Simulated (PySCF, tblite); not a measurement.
**C6H4BBrO2: geometry, infrared bands and NMR shifts**

Aim: predict the infrared bands and NMR shifts of C6H4BBrO2 (`Brc1ccc2c(c1)OBO2`).

Programs: tblite 0.8.0 and PySCF 2.14.0, with density-fitted response routines of our own. Each step states its level of theory. These are calculated values for one molecule in the gas phase, unless marked as measured. Atoms are numbered from 0 throughout.

## Step 1: The starting structure

14 atoms, charge 0, multiplicity 1; geometry from: force field or distance geometry start.

Bonds of the start (Å): Br0–C1 1.92, C1–C2 1.41, C2–C3 1.42, C3–C4 1.39, C4–C5 1.38, C5–C6 1.40, C5–O7 1.37, O7–B8 1.48, B8–O9 1.48, C6–C1 1.40, O9–C4 1.39, C2–H10 1.07, C3–H11 1.08, C6–H12 1.08, B8–H13 1.18.

## Step 2: Optimising the geometry with GFN2-xTB

The job: settings as JSON, then the geometry in Å.

```
{"job": {"kind": "relax", "xc": "GFN2-xTB", "basis": "xTB"}, "charge": 0, "multiplicity": 1}
Br     3.572700    -1.142600    -0.607500
C      1.819300    -0.437700    -0.253000
C      1.696200     0.818500     0.371700
C      0.410900     1.353200     0.632100
C     -0.704200     0.584000     0.299100
C     -0.575000    -0.652600    -0.309700
C      0.685100    -1.188100    -0.590400
O     -1.792300    -1.234600    -0.566900
B     -2.764100    -0.235200    -0.069300
O     -2.036500     0.933500     0.485000
H      2.563900     1.393300     0.629200
H      0.293900     2.311100     1.111100
H      0.769600    -2.160700    -1.046000
H     -3.940200    -0.342400    -0.107600
```

Launch:

```console
$ OMP_NUM_THREADS=1 python probes_run.py task.json out
```

The driver reads the jobs from task.json and runs them one after another.

Standard output:

```text
step      E/eV     max force
  0    -773.24713    3.319
  1    -773.56091    1.537
  2    -773.66136    1.005
  3    -773.68831    0.589
  4    -773.70864    0.677
  5    -773.72136    0.605
  6    -773.72894    0.139
  7    -773.72990    0.092
  8    -773.73057    0.105
  9    -773.73112    0.087
 10    -773.73129    0.025
 11    -773.73133    0.016
 12    -773.73136    0.020
 13    -773.73138    0.019
 14    -773.73140    0.010
 15    -773.73141    0.008
```

Run time: 0.19 s. Hardware: 1 thread of Arm Neoverse N1, shared host.

Along the way:

```csv
step,energy from step 0 (eV),largest force (eV/Å)
0,0.0000,3.3190
1,-0.3138,1.5366
2,-0.4142,1.0050
3,-0.4412,0.5887
4,-0.4615,0.6771
5,-0.4742,0.6054
6,-0.4818,0.1388
7,-0.4828,0.0919
8,-0.4834,0.1051
9,-0.4840,0.0867
10,-0.4842,0.0253
11,-0.4842,0.0160
12,-0.4842,0.0196
13,-0.4842,0.0194
14,-0.4843,0.0104
15,-0.4843,0.0079
```

Close pairs (by a distance rule), those that changed most:

```csv
bond,before (Å),after (Å),change (Å)
B8–O9,1.484,1.373,-0.111
O7–B8,1.480,1.374,-0.106
C4–O9,1.390,1.356,-0.034
C2–C3,1.416,1.386,-0.030
B8–H13,1.182,1.157,-0.024
Br0–C1,1.923,1.900,-0.022
C1–C2,1.408,1.389,-0.019
C5–O7,1.374,1.354,-0.019
```

The next job starts from the end point, and lists it.

## Step 3: Harmonic vibrations with GFN2-xTB

The job: settings as JSON, then the geometry in Å.

```
{"job": {"kind": "ir", "xc": "GFN2-xTB", "basis": "xTB"}, "charge": 0, "multiplicity": 1}
Br     3.504147    -1.112538    -0.594027
C      1.766181    -0.431112    -0.237975
C      1.649661     0.815395     0.363700
C      0.402293     1.351427     0.643678
C     -0.700706     0.595821     0.296685
C     -0.566702    -0.661953    -0.311448
C      0.670860    -1.205035    -0.592860
O     -1.802498    -1.168661    -0.536074
B     -2.684359    -0.225182    -0.067031
O     -2.022024     0.861719     0.446855
H      2.541183     1.368237     0.615587
H      0.298513     2.316564     1.111058
H      0.778705    -2.170962    -1.058563
H     -3.835930    -0.334192    -0.101751
```

Standard output:

```text
mode    cm-1     km/mol
  1     104.6      1.90
  2     190.6      1.55
  3     222.9      0.02
  4     262.5      4.37
  5     299.0      0.61
  6     388.1      0.86
  7     415.4      1.63
  8     523.9      6.66
  9     556.3      1.57
 10     566.0      0.78
 11     652.4      1.04
 12     706.6      0.39
 13     742.4      0.39
 14     752.4     72.33
 15     819.6     49.45
 16     837.1      0.14
 17     860.9     36.53
 18     864.5      1.83
 19     901.3      0.73
 20     910.0      5.66
 21    1049.1     52.93
 22    1063.4      2.88
 23    1088.5     89.39
 24    1138.9     61.95
 25    1205.8    133.27
 26    1217.2      9.25
 27    1265.2    138.83
 28    1347.5      4.42
 29    1429.1    185.12
 30    1435.2     27.50
 31    1581.3     25.31
 32    1593.9     21.99
 33    2777.5     90.33
 34    3105.0      8.97
 35    3116.6      5.19
 36    3119.2      4.12
```

Wall time 0.87 s (1 thread of Arm Neoverse N1, shared host).

The strongest bands and the atoms that carry them (share of the mass-weighted mode):

```csv
cm⁻¹,km/mol,atoms
752,72.3,"H13 60 %, B8 35 %"
1049,52.9,"B8 42 %, O7 14 %, O9 12 %"
1088,89.4,"B8 48 %, O9 22 %, O7 18 %"
1139,62.0,"H11 31 %, H10 31 %"
1206,133.3,"C5 20 %, O7 14 %, B8 13 %, C4 13 %"
1265,138.8,"C4 21 %, C3 16 %, H10 13 %, C5 12 %"
1429,185.1,"C5 24 %, C4 19 %, C3 18 %, C6 16 %"
2778,90.3,H13 91 %
```

## Step 4: NMR shieldings: PBE0/pcSseg-1

Settings changed since step 3:

```diff
@@ -1,2 +1,2 @@
-{"job": {"kind": "ir", "xc": "GFN2-xTB", "basis": "xTB"}, "charge": 0, "multiplicity": 1}
+{"job": {"kind": "nmr", "xc": "PBE0", "basis": "pcSseg-1"}, "charge": 0, "multiplicity": 1}
 Br     3.504147    -1.112538    -0.594027
```

With the program's defaults for keys left out, this is: GIAO PBE0/pcSseg-1 NMR shielding, non-relativistic, gas phase.

Standard output:

```text
coarse grid: 63840 points
cycle   1  E = -2979.4065324824  dE =  9.933e-01  |g| = 9.736e-01  |ddm| = 4.202e+00
cycle   2  E = -2979.3202660957  dE =  8.627e-02  |g| = 1.062e+00  |ddm| = 1.207e+00
cycle   3  E = -2979.4949939934  dE = -1.747e-01  |g| = 2.399e-01  |ddm| = 8.687e-01
cycle   4  E = -2979.5042294521  dE = -9.235e-03  |g| = 5.900e-02  |ddm| = 1.907e-01
cycle   5  E = -2979.5047673902  dE = -5.379e-04  |g| = 2.129e-02  |ddm| = 7.506e-02
cycle   6  E = -2979.5048818706  dE = -1.145e-04  |g| = 6.516e-03  |ddm| = 2.613e-02
cycle   7  E = -2979.5048922226  dE = -1.035e-05  |g| = 1.309e-03  |ddm| = 8.126e-03
cycle   8  E = -2979.5048926623  dE = -4.397e-07  |g| = 3.314e-04  |ddm| = 1.719e-03
final grid: 135440 points
cycle   9  E = -2979.5049164013  dE =  2.510e-10  |g| = 4.586e-04  |ddm| = 1.759e-03
cycle  10  E = -2979.5049163231  dE =  7.817e-08  |g| = 7.229e-04  |ddm| = 1.056e-03
cycle  11  E = -2979.5049164465  dE = -1.234e-07  |g| = 7.506e-05  |ddm| = 6.966e-04
cycle  12  E = -2979.5049164479  dE = -1.323e-09  |g| = 1.167e-05  |ddm| = 8.259e-05
cycle  13  E = -2979.5049164479  dE = -2.592e-11  |g| = 4.030e-06  |ddm| = 1.259e-05
converged SCF energy = -2979.5049164479

GIAO shielding tensors (ppm)
atom      isotropic    diamagn.    paramagn.     s11        s22        s33       span
  0 Br    1996.048    3120.707   -1124.659   1490.244   1562.423   2935.476   1445.232
  1 C       49.962     256.059    -206.098    -40.997     64.447    126.435    167.432
  2 C       55.325     249.318    -193.993    -41.308     52.289    154.993    196.301
  3 C       68.830     253.980    -185.150    -10.594     45.312    171.771    182.364
  4 C       32.102     258.174    -226.072    -44.221     24.782    115.744    159.965
  5 C       30.918     257.959    -227.040    -46.375     25.321    113.810    160.185
  6 C       64.868     248.957    -184.089     -8.526     51.828    151.303    159.829
  7 O      110.207     392.816    -282.609    -33.925     82.048    282.497    316.422
  8 B       73.556     197.817    -124.261     57.889     73.062     89.718     31.829
  9 O      111.359     392.709    -281.350    -35.988     81.281    288.784    324.772
 10 H       24.095      29.954      -5.859     18.542     23.896     29.847     11.304
 11 H       24.184      30.023      -5.839     19.854     25.855     26.844      6.990
 12 H       23.949      29.845      -5.896     18.166     23.935     29.747     11.581
 13 H       26.941      29.004      -2.063     23.357     26.468     30.999      7.642
```

It took 86 s on 1 thread of Arm Neoverse N1, shared host; peak memory 0.93 GiB.

The references, computed at this level on geometries of the same kind, shield at (ppm): 1H TMS 31.72, 13C TMS 186.9, 17O H2O 336.1, 11B BF3·OEt2 100.1, 79Br HBr 2622. Their shielding less the atom's gives the shift. The references are single molecules in the gas phase, so shifts against H2O, NH3, PH3, H3PO4 or CFCl3 are not on the usual liquid scales and can be off by tens of ppm.

```csv
atoms,environment,σ (ppm),δ (ppm),δ scaled to CDCl3
C5,aromatic carbon bearing oxygen,30.9,156.0,150.3
C4,aromatic carbon bearing oxygen,32.1,154.8,149.2
C1,aromatic carbon bearing bromine,50.0,137.0,116.9
C2,aromatic CH,55.3,131.6,126.5
C6,aromatic CH,64.9,122.1,117.2
C3,aromatic CH,68.8,118.1,113.3
H12,hydrogen on an aromatic CH,23.95,7.77,7.43
H10,hydrogen on an aromatic CH,24.09,7.62,7.29
H11,hydrogen on an aromatic CH,24.18,7.53,7.21
H13,"hydrogen on a boron bonded to 2 O, in a 5-membered ring",26.94,4.78,–
Br0,bromine bonded to C,1996,626,–
O7,"oxygen bonded to C, B, in a 5-membered ring",110.2,225.9,–
O9,"oxygen bonded to C, B, in a 5-membered ring",111.4,224.7,–
B8,"boron bonded to 2 O, H, in a 5-membered ring",73.6,26.5,–
```

The scaled column applies a straight-line fit of computed shieldings to shifts measured in CDCl3, with any fitted terms for Cl, Br or S neighbours (root-mean-square error 0.16 ppm for H, 1.9 ppm for C).

Charges from the same density, by scheme (e):

```csv
atoms,Mulliken,IAO,Hirshfeld,ESP fit
Br0,-0.09,0.01,-0.02,-0.01
C1,-0.27,-0.06,0.00,-0.34
C2,0.08,-0.16,-0.06,0.11
C3,-0.07,-0.17,-0.05,-0.50
C4,0.19,0.15,0.06,0.45
C5,0.18,0.16,0.06,0.22
C6,0.09,-0.18,-0.07,-0.07
O7,-0.44,-0.34,-0.14,-0.42
B8,0.48,0.39,0.23,0.55
O9,-0.44,-0.34,-0.15,-0.44
```

Mayer bond orders: Br0–C1 1.07, C1–C2 1.38, C2–C3 1.42, C3–C4 1.43, C4–C5 1.33, C5–C6 1.41, C5–O7 0.91, O7–B8 1.16, B8–O9 1.17, C6–C1 1.34, O9–C4 0.91.

Ring of atoms C1, C2, C3, C4, C5, C6: NICS(0) -11.1, NICS(1) -11.3, NICS(1)zz -26.9 ppm (means of both faces).

Ring of atoms C4, C5, O7, B8, O9: NICS(0) -6.5, NICS(1) -5.8, NICS(1)zz -12.9 ppm (means of both faces).

The fields below are evaluated on a grid from the run's orbitals.

Frontier orbitals at PBE0/pcSseg-1, with the share of their density that lies nearest to each atom:

```csv
orbital,energy (eV),lies on
HOMO,-6.98,"Br0 25 %; C1, C4 about 17 % each; C2, C5 about 10 % each"
LUMO,-0.92,"C3, C6 about 21 % each; B8 9 %; 4 C atoms about 7 % each"
```

ELF in a plane through or near 14 of the atoms.

Ten even steps from '0' (0.00) to '9' (1.00):
```
0000000000000000000000000000
0000000000000000000000000000
0000000000000000000000000000
0000000000029971000000000000
0000000000079994000000000000
0000002881049992024300000000
0000008997237761168620000000
0000006999483186577720000000
0000000484845666763622882000
0002563018860166436149999000
0015787434241267313939999100
0025872273385738778459998000
0014725644568484724502871000
0001562471179720588400000000
0000378870199940266300000000
0000146750199950001000000000
0000002210037500000000000000
0000000000000000000000000000
0000000000000000000000000000
0000000000000000000000000000
```
The map spans 12.9 Å across and 10.3 Å up, centred on the molecule. Atoms in the plane (x, y in Å): Br0 (-3.5, -1.4), C1 (-1.8, -0.5), C2 (-1.7, 0.8), C3 (-0.4, 1.5), C4 (0.7, 0.7), C5 (0.6, -0.7), C6 (-0.6, -1.4), O7 (1.8, -1.2), B8 (2.7, -0.2), O9 (2.0, 1.0), H10 (-2.6, 1.4), H11 (-0.4, 2.6), H12 (-0.7, -2.4), H13 (3.8, -0.2).

On the surface of density 0.002 e/bohr³ the electrostatic potential runs, from the 1st to the 99th percentile, from -0.77 V near O7 to 1.26 V near B8.

## Step 5: Outcome

```
                                   quantity                                         value
  strongest single infrared mode (GFN2-xTB)                         1429 cm⁻¹, 185 km/mol
               zero-point energy (GFN2-xTB)                                 55.9 kcal/mol
     13C shifts against TMS (PBE0/pcSseg-1)  156.0, 154.8, 137.0, 131.6, 122.1, 118.1 ppm
      1H shifts against TMS (PBE0/pcSseg-1)                    7.77, 7.62, 7.53, 4.78 ppm
    79Br shifts against HBr (PBE0/pcSseg-1)                                       626 ppm
     17O shifts against H2O (PBE0/pcSseg-1)                              225.9, 224.7 ppm
11B shifts against BF3·OEt2 (PBE0/pcSseg-1)                                      26.5 ppm
      surface potential, 1st and 99th percentile                            -0.77 V and 1.26 V
```

**Reading.** The optimisation took 15 steps and gained 0.484 eV; among the close pairs (by a distance rule), B8–O9 changed most, from 1.484 to 1.373 Å. All 36 modes are real, so the xTB geometry is a minimum. The strongest single mode, at 1429 cm⁻¹, has its largest shares on C5, C4, C3 and C6 (the list is cut at 4 atoms). Unscaled tight-binding wavenumbers are off by several per cent, some by more. Its intensities can rank the bands wrongly. C1 stands next to heavy halogen, whose spin-orbit shielding this run leaves out, so the computed shift lies too far downfield, most of all for carbon beside Br or I. At PBE0/pcSseg-1: The widest tensor belongs to Br0: span 1445 ppm, with a paramagnetic part of -1125 ppm. NICS(1)zz of -27 ppm above the planar ring from C1 marks a diatropic (aromatic) ring current. At PBE0/pcSseg-1, counted by nearest atom on the grid, the HOMO lies on Br0 25 %; C1, C4 about 17 % each, the LUMO on C3, C6 about 21 % each; B8 9 %. Spin-orbit coupling is left out, which matters for shieldings and couplings at and beside the heavy atoms.
